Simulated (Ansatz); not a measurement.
# Be2CdSe3: the cost of one run

Program: Ansatz 0.2.0. Level of theory: DFT PBE, scalar-relativistic, plane waves, PAW, unless a step names another level. These are calculated values, not measurements.

1 further run of the same task is left out (it didn't finish). Runs told in other sessions of the task aren't counted.

**1. The starting structure**

It takes space group Cmc2_1 (No. 36, orthorhombic). The conventional cell has a = 11.644 Å, b = 6.734 Å, c = 6.324 Å, α = 90.00°, β = 90.00°, γ = 90.00°. Be (site symmetry 1) has 4 Se at 2.25 to 2.27 Å in its first shell of neighbours. Cd (site symmetry m) has 4 Se at 2.66 to 2.67 Å in its first shell of neighbours. Se (site symmetry 1) has 3 Be at 2.25 to 2.27 Å and 1 Cd at 2.67 Å in its first shell of neighbours. Se (site symmetry m) has 2 Be at 2.25 Å and 2 Cd at 2.66 to 2.67 Å in its first shell of neighbours.

Coordinates:

```cif
data_structure
_symmetry_space_group_name_H-M 'P 1'
_symmetry_Int_Tables_number 1
_cell_length_a 6.7254
_cell_length_b 6.7254
_cell_length_c 6.3245
_cell_angle_alpha 90.000
_cell_angle_beta 90.000
_cell_angle_gamma 60.085
_cell_volume 247.95
loop_
_atom_site_label
_atom_site_type_symbol
_atom_site_fract_x
_atom_site_fract_y
_atom_site_fract_z
_atom_site_occupancy
Be1 Be 0.48598 0.16870 0.49301 1
Be2 Be 0.16870 0.48598 0.99301 1
Be3 Be 0.51402 0.83130 0.99301 1
Be4 Be 0.83130 0.51402 0.49301 1
Cd1 Cd 0.82315 0.17685 0.99638 1
Cd2 Cd 0.17685 0.82315 0.49638 1
Se1 Se 0.83651 0.54420 0.13525 1
Se2 Se 0.45580 0.16349 0.13525 1
Se3 Se 0.21299 0.78701 0.07711 1
Se4 Se 0.16349 0.45580 0.63525 1
Se5 Se 0.54420 0.83651 0.63525 1
Se6 Se 0.78701 0.21299 0.57711 1
```

It came out lowest among 19 distinct ends of the trial cells. At a tolerance of 0.02 Å it has space group Cmc2_1 (No. 36).

**2. Kick test: the unmoved cell on a coarse mesh**

input.yaml

```yaml
crystal:
  lattice:
    - [0.0, 0.0, -6.3244705021]
    - [5.8219120149, -3.3670092862, 0.0]
    - [-5.8219120149, -3.3670092862, 0.0]
  atoms:
    - { symbol: Be, position: [0.5069912712, 0.4859779687, 0.8313025694] }
    - { symbol: Be, position: [0.0069912712, 0.1686974306, 0.5140220313] }
    - { symbol: Be, position: [0.0069912712, 0.5140220313, 0.1686974306] }
    - { symbol: Be, position: [0.5069912712, 0.8313025694, 0.4859779687] }
    - { symbol: Cd, position: [0.0036246369, 0.8231549578, 0.8231549578] }
    - { symbol: Cd, position: [0.5036246369, 0.1768450422, 0.1768450422] }
    - { symbol: Se, position: [0.8647536124, 0.8365118422, 0.4558002349] }
    - { symbol: Se, position: [0.8647536124, 0.4558002349, 0.8365118422] }
    - { symbol: Se, position: [0.9228855959, 0.2129855552, 0.2129855552] }
    - { symbol: Se, position: [0.3647536124, 0.1634881578, 0.5441997651] }
    - { symbol: Se, position: [0.3647536124, 0.5441997651, 0.1634881578] }
    - { symbol: Se, position: [0.4228855959, 0.7870144448, 0.7870144448] }
basis:
  ecutwfc: 420
kpoints:
  mp_grid: { grid: [2, 2, 2] }
hamiltonian:
  xc: pbe
scf:
  occupations: { method: gaussian, width: 0.1 }
  lower_state_search: "off"
output:
  forces: true
  stress: true
  eigenvalues: true
```

Command:

```console
$ ansatz run input.yaml --threads 1 --pin off --max-ram 2560MiB --backend cpu --events-out ev --progress --plain --runs-dir out
```

Q: Estimate wall time and peak memory on 1 thread of Arm Neoverse V1, shared host.

About 6.8 s, with a peak of 0.52 GiB.
